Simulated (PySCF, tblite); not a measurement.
# C5H10Cl2OSi: geometry, infrared bands and NMR shifts

What infrared bands and NMR shifts should C5H10Cl2OSi (`C/C(=C(\[SiH3])CO)C(Cl)Cl`) show?

The runs use tblite 0.8.0 and PySCF 2.14.0, with density-fitted response routines of our own; the level of theory stands in each step. All values are computed, except where a source is named. Atoms count from 0, in the outputs and in this text.

## 1. The starting structure

19 atoms, charge 0, multiplicity 1; geometry from: force field or distance geometry start.

Bonds of the start (Å): C0–C1 1.53, C1–C2 1.31, C2–Si3 1.86, C2–C4 1.46, C4–O5 1.41, C1–C6 1.45, C6–Cl7 1.78, C6–Cl8 1.76, C0–H9 1.11, C0–H10 1.09, C0–H11 1.11, Si3–H12 1.46, Si3–H13 1.46, Si3–H14 1.48, C4–H15 1.08, C4–H16 1.16, O5–H17 1.00, C6–H18 1.16.

## 2. Optimising the geometry with GFN2-xTB

What the job is given:

```
{"job": {"kind": "relax", "xc": "GFN2-xTB", "basis": "xTB"}, "charge": 0, "multiplicity": 1}
C      0.573800    -1.904200    -0.071800
C     -0.403300    -0.760700     0.203800
C      0.102600     0.441300     0.047300
Si     1.875700     0.529000    -0.515700
C     -0.604300     1.708800     0.214500
O      0.087600     2.411000     1.216300
C     -1.740800    -1.128500     0.631000
Cl    -2.774500    -1.769100    -0.670900
Cl    -2.572900    -0.045700     1.737500
H      1.556700    -1.629000     0.352400
H      0.697200    -2.041700    -1.149700
H      0.216000    -2.837800     0.410300
H      2.096200     1.855300    -1.094000
H      2.213200    -0.572600    -1.410000
H      2.645900     0.474500     0.749500
H     -1.667000     1.728500     0.387700
H     -0.355900     2.350100    -0.715400
H     -0.386900     3.270300     1.412600
H     -1.569100    -2.070200     1.287400
```

Launch:

```sh
OMP_NUM_THREADS=1 python probes_run.py task.json out
```

The driver reads the jobs from task.json and runs them one after another.

**Question.** This job is followed by: GFN2-xTB harmonic vibrations, gas phase; GIAO PBE0/pcSseg-1 NMR shielding, non-relativistic, gas phase. What will the session give for the following? strongest single infrared mode (GFN2-xTB); zero-point energy (GFN2-xTB); ¹³C shifts against TMS (PBE0/pcSseg-1); ¹H shifts against TMS (PBE0/pcSseg-1, means over atoms taken as alike); ²⁹Si shifts against TMS (PBE0/pcSseg-1); ¹⁷O shifts against H2O (PBE0/pcSseg-1); ³⁵Cl shifts against HCl (PBE0/pcSseg-1, means over atoms taken as alike).

As calculated:

| quantity | value |
| --- | --- |
| strongest single infrared mode (GFN2-xTB) | 2186 cm⁻¹, 356 km/mol |
| zero-point energy (GFN2-xTB) | 83.9 kcal/mol |
| ¹³C shifts against TMS (PBE0/pcSseg-1) | 153.5, 148.8, 85.0, 67.8, 26.0 ppm |
| ¹H shifts against TMS (PBE0/pcSseg-1, means over atoms taken as alike) | 5.88, 5.41, 4.34, 2.15, 1.08 ppm |
| ²⁹Si shifts against TMS (PBE0/pcSseg-1) | -89.0 ppm |
| ¹⁷O shifts against H2O (PBE0/pcSseg-1) | 37.6 ppm |
| ³⁵Cl shifts against HCl (PBE0/pcSseg-1, means over atoms taken as alike) | 279 ppm |

In words: The optimisation took 148 steps and gained 1.059 eV; among the close pairs (by a distance rule), C6–H18 changed most, from 1.161 to 1.092 Å. All 51 modes are real, so the xTB geometry is a minimum. The strongest single mode, at 2186 cm⁻¹, moves mainly H13. GFN2-xTB is a fitted tight-binding method: band positions and strengths are rough. Its intensities can rank the bands wrongly. C6 stands next to heavy halogen, whose spin-orbit shielding this run leaves out, so the computed shift lies too far downfield, most of all for carbon beside Br or I. The most deshielded hydrogen is H18 (hydrogen on an allylic sp3 CH bonded to 2 Cl), at 5.88 ppm: its carbon carries Cl, an electronegative neighbour. At PBE0/pcSseg-1: The widest tensor belongs to Cl7, Cl8: span 666 ppm, with a paramagnetic part of -476 ppm.
